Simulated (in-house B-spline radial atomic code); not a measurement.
# Pt⁴⁶⁺: ionisation energy by several methods

Wanted: one ionisation energy, Pt⁴⁶⁺ to configuration [Ar] 3d10 4s2 4p1, up the ladder of functionals.

Method: scalar-relativistic (X2C), several functionals, spin-polarised; spherical all-electron atom at the radial basis limit. Code: in-house B-spline radial atomic code version 1.

## 1. What is computed

- element: platinum (Z = 78)
- charge: +46
- electrons: 32
- configuration: [Ar] 3d10 4s2 4p2
- nucleus: Fermi, rms radius 5.427 fm

The outer shells:

[Ar] 3d10 4s2 4p2
```
[Ar] core
3d [↑↓][↑↓][↑↓][↑↓][↑↓]
4s [↑↓]
4p [↑ ][↑ ][  ]
```

Where spins are not typed, each open shell is filled with up spins first.

## 2. PBE, a GGA

Settings of the run:

```ini
Z = 78
electrons = 32.0
configuration = [Ar] 3d10 4s2 4p2
hamiltonian = x2c
method = pbe,pbe
spin_polarised = True
nucleus = fermi
rms_radius = 5.427
mass_number = 195
atomic_mass = 194.964794325
speed_of_light = 137.035999084
```

## 3. SCAN, a meta-GGA

Changes to the settings of step 2:

```diff
@@ -4,3 +4,3 @@
 hamiltonian = x2c
-method = pbe,pbe
+method = scan,scan
 spin_polarised = True
```

## 4. PW91, a GGA

Changes to the settings of step 3:

```diff
@@ -4,3 +4,3 @@
 hamiltonian = x2c
-method = scan,scan
+method = pw91,pw91
 spin_polarised = True
```

## 5. BP86, a GGA

Changes to the settings of step 4:

```diff
@@ -4,3 +4,3 @@
 hamiltonian = x2c
-method = pw91,pw91
+method = b88,p86
 spin_polarised = True
```

## 6. BLYP, a GGA

Changes to the settings of step 5:

```diff
@@ -4,3 +4,3 @@
 hamiltonian = x2c
-method = b88,p86
+method = b88,lyp
 spin_polarised = True
```

**Question.** The tabulated ionisation energy is 2536 ± 4 eV (tabulated theoretical; NIST Atomic Spectra Database). What does each method give, and which comes nearest?

The runs gave:

| method | rung | total energy (hartree) | ΔSCF (eV) | −ε highest (eV) | ΔSCF less tabulated (eV) |
| --- | --- | --- | --- | --- | --- |
| PBE | GGA | -16940.0238 | 2458.65 | 2429.37 (4p up) | -77.35 |
| PW91 | GGA | -16941.4085 | 2459.22 | 2429.85 (4p up) | -76.78 |
| BP86 | GGA | -16941.9477 | 2458.96 | 2429.64 (4p up) | -77.04 |
| BLYP | GGA | -16941.3362 | 2459.16 | 2429.68 (4p up) | -76.84 |
| SCAN | meta-GGA | -16940.8237 | 2459.35 | 2430.87 (4p up) | -76.65 |

What this shows: Tables give 2536 ± 4 eV (tabulated theoretical; NIST Atomic Spectra Database) for the ionisation energy. SCAN misses by -76.65 eV, the least, and PBE by -77.35 eV (3.1 %), the most. All methods miss on the same side by much the same amount, which points to something that they share. Relativistic terms that these runs lack can be as large as the gaps between close methods, so the nearest may be so by luck. Spin-orbit coupling is left out. Open shells are averaged (over orientations, and over spins where the run is restricted), while tables refer to the lowest levels.

Members of this set that are not shown: 2 used exact exchange with fractional occupations of an open shell, which is unsound here.
